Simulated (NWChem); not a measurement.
# PBE0-D3(BJ)/jorge-TZP-DKH (DKH3) run of CsF (SMILES [F][Cs])

Aim: the vertical singlet–triplet gap of CsF at PBE0-D3(BJ)/jorge-TZP-DKH (DKH3), from 2 runs. 

The calculation is run with NWChem 7.3.0.

**1. The molecule**

CsF has 2 atoms, charge 0, and is taken as a singlet. SMILES: `[F][Cs]`. Geometry: the measured bond length.

Bond lengths: F1–Cs2 2.345 Å.

**2. Energy and forces at PBE0-D3(BJ)/jorge-TZP-DKH (DKH3)**

Contents of nw.nw:

```
start nw
memory stack 880 mb heap 220 mb global 1100 mb

geometry noautosym nocenter noautoz
  F        0.000000       0.000000       0.000000
  Cs       0.000000       0.000000       2.345351
end

basis spherical bse
  * library jorge-TZP-DKH
end

relativistic
  douglas-kroll dk3
end

dft
  xc pbe0
  disp vdw 4
  grid medium
  direct
  iterations 150
  mulliken
end

task dft gradient
```

Command:

```
$ nwchem nw.nw > nw.out
```

Output (excerpt; [...] marks lines left out):

```text
[...]
          Wavefunction type:  closed shell.
          No. of atoms     :     2
          No. of electrons :    64
[...]
          Charge           :     0
          Spin multiplicity:     1
[...]
          AO basis - number of functions:    82
[...]
              XC Information
              --------------
                         PBE0 Method XC Functional
                     Hartree-Fock (Exact) Exchange  0.250
          PerdewBurkeErnzerhof Exchange Functional  0.750
            Perdew 1991 LDA Correlation Functional  1.000 local
           PerdewBurkeErnz. Correlation Functional  1.000 non-local
[...]
 d= 0,ls=0.0,diis     1  -7881.8158404028 -7.99D+03  3.49D-02  1.65D+01    12.4
[...]
 d= 0,ls=0.5,diis    17  -7881.9323547848 -4.19D-07  9.60D-06  2.91D-07    81.7
         Total DFT energy =    -7881.932354993924
      One electron energy =   -10985.555152108413
           Coulomb energy =     3196.290992006449
    Exchange-Corr. energy =     -204.353805106158
 Nuclear repulsion energy =      111.685943065601
    Dispersion correction =       -0.000332851404
[...]
      Total Density - Mulliken Population Analysis
     ---------------------------------------------
    Atom       Charge   Shell Charges
 -----------   ------   -------------------------------------------------------
    1 F    9     9.85   0.59  1.38  0.25  0.90  0.86  2.26  2.05  1.56  0.00  0.00  0.00
    2 Cs  55    54.15   0.63  1.34  2.03  1.99  2.17  1.14  0.65  0.07 -0.01  6.00  6.00  5.92  3.58  2.50  9.93 20.76-10.71  0.15  0.02
[...]
  wavefunction    = closed shell
[...]
                         DFT ENERGY GRADIENTS
    atom               coordinates                        gradient
                 x          y          z           x          y          z
   1 F       0.000000   0.000000   0.000000   -0.000000   0.000000  -0.002108
   2 Cs      0.000000   0.000000   4.432071    0.000000  -0.000000   0.002108
[...]
```

Run time: 96 s. Hardware: 1 thread of Intel Xeon Platinum 8375C at 2.90GHz (Ice Lake), shared host; peak memory 0.13 GiB.

**3. The triplet, same level**

Contents of run.py:

```python
from ase import Atoms
from ase.calculators.nwchem import NWChem

mol = Atoms(['F', 'Cs'], positions=[
    [0.000000, 0.000000, 0.000000],
    [0.000000, 0.000000, 2.345351],
])

calc = NWChem(
    label='nw',
    theory='dft',
    memory='2200 mb',
    basis='jorge-TZP-DKH',
    basispar='spherical bse',
    relativistic={'douglas-kroll': 'dk3'},
    dft={'xc': 'pbe0', 'mult': '3', 'disp': 'vdw 4', 'grid': 'medium', 'direct': None, 'iterations': '150', 'mulliken': None},
)
mol.calc = calc

forces = mol.get_forces()
print(f"energy = {mol.get_potential_energy():.6f} eV")
print("forces (eV/A):")
for s, f in zip(mol.symbols, forces):
    print(f"{s:2s} {f[0]:10.5f} {f[1]:10.5f} {f[2]:10.5f}")
```

Command:

```
$ export ASE_NWCHEM_COMMAND="nwchem PREFIX.nwi > PREFIX.nwo"
$ python run.py
```

Output:

```text
energy = -214473.011914 eV
forces (eV/A):
F    -0.00000    0.00000   -1.00762
Cs    0.00000   -0.00000    1.00762
```

The calculator wrote nw.nwi:

```
title "nw"

permanent_dir nw

scratch_dir nw

start nw

geometry units angstrom nocenter noautosym noautoz
  F  0.0000000000000000e+00 0.0000000000000000e+00 0.0000000000000000e+00
  Cs 0.0000000000000000e+00 0.0000000000000000e+00 2.3453510000000000e+00
end

memory 2200 mb

basis spherical bse noprint
   * library jorge-TZP-DKH
end

relativistic
  douglas-kroll dk3
end
dft
  xc pbe0
  mult 3
  disp vdw 4
  grid medium
  direct
  iterations 150
  mulliken
end

task dft gradient
```

nw.nwo (excerpt; [...] marks lines left out):

```text
[...]
          Wavefunction type:  spin polarized.
          No. of atoms     :     2
          No. of electrons :    64
[...]
          Charge           :     0
          Spin multiplicity:     3
[...]
          AO basis - number of functions:    82
[...]
              XC Information
              --------------
                         PBE0 Method XC Functional
                     Hartree-Fock (Exact) Exchange  0.250
          PerdewBurkeErnzerhof Exchange Functional  0.750
            Perdew 1991 LDA Correlation Functional  1.000 local
           PerdewBurkeErnz. Correlation Functional  1.000 non-local
[...]
 d= 0,ls=0.0,diis     1  -7881.6797765040 -7.99D+03  1.40D-02  3.91D+00    11.0
[...]
 d= 0,ls=0.0,diis     8  -7881.7378770053 -4.38D-08  3.77D-06  3.55D-08    40.4
[...]
         Total DFT energy =    -7881.737877005253
      One electron energy =   -10979.068090724972
           Coulomb energy =     3189.732912795691
    Exchange-Corr. energy =     -204.088309290170
 Nuclear repulsion energy =      111.685943065601
    Dispersion correction =       -0.000332851404
[...]
      Total Density - Mulliken Population Analysis
     ---------------------------------------------
    Atom       Charge   Shell Charges
 -----------   ------   -------------------------------------------------------
    1 F    9     9.06   0.59  1.37  0.25  1.00  0.77  2.18  1.95  0.94  0.00  0.00  0.00
    2 Cs  55    54.94   0.63  1.34  2.03  1.99  2.16  1.18  0.60  0.68  0.37  6.00  6.00  5.92  3.61  2.39  9.93 20.76-10.72  0.05  0.01
[...]
      <S2> =      2.0024 (Exact =     2.0000)
[...]
  wavefunction    = open shell
[...]
                         DFT ENERGY GRADIENTS
    atom               coordinates                        gradient
                 x          y          z           x          y          z
   1 F       0.000000   0.000000   0.000000    0.000000  -0.000000   0.019595
   2 Cs      0.000000   0.000000   4.432071   -0.000000   0.000000  -0.019595
[...]
```

Wall time 51 s (1 thread of Intel Xeon Platinum 8375C at 2.90GHz (Ice Lake), shared host); peak memory 0.13 GiB.

**4. Outcome**

Level: PBE0-D3(BJ)/jorge-TZP-DKH (DKH3).

| quantity | value |
| --- | --- |
| singlet: total energy | -7881.93235 Eh |
| singlet: dipole moment | 8.35 D |
| singlet: HOMO energy | -5.75 eV |
| singlet: LUMO energy | -0.34 eV |
| singlet: HOMO–LUMO gap | 5.42 eV |
| singlet: dispersion energy | -0.87 kJ/mol |
| singlet: largest force on an atom | 0.108 eV/Å |
| triplet: total energy | -7881.73788 Eh |
| triplet: dipole moment | 0.10 D |
| triplet: HOMO energy (highest over α and β) | -2.49 eV |
| triplet: dispersion energy | -0.87 kJ/mol |
| triplet: ⟨S²⟩ | 2.002 |
| triplet: largest force on an atom | 1.008 eV/Å |
| vertical energy of the triplet above the singlet | 5.292 eV |

**Reading.** At this shape the triplet lies 5.29 eV (122 kcal/mol) above the singlet.
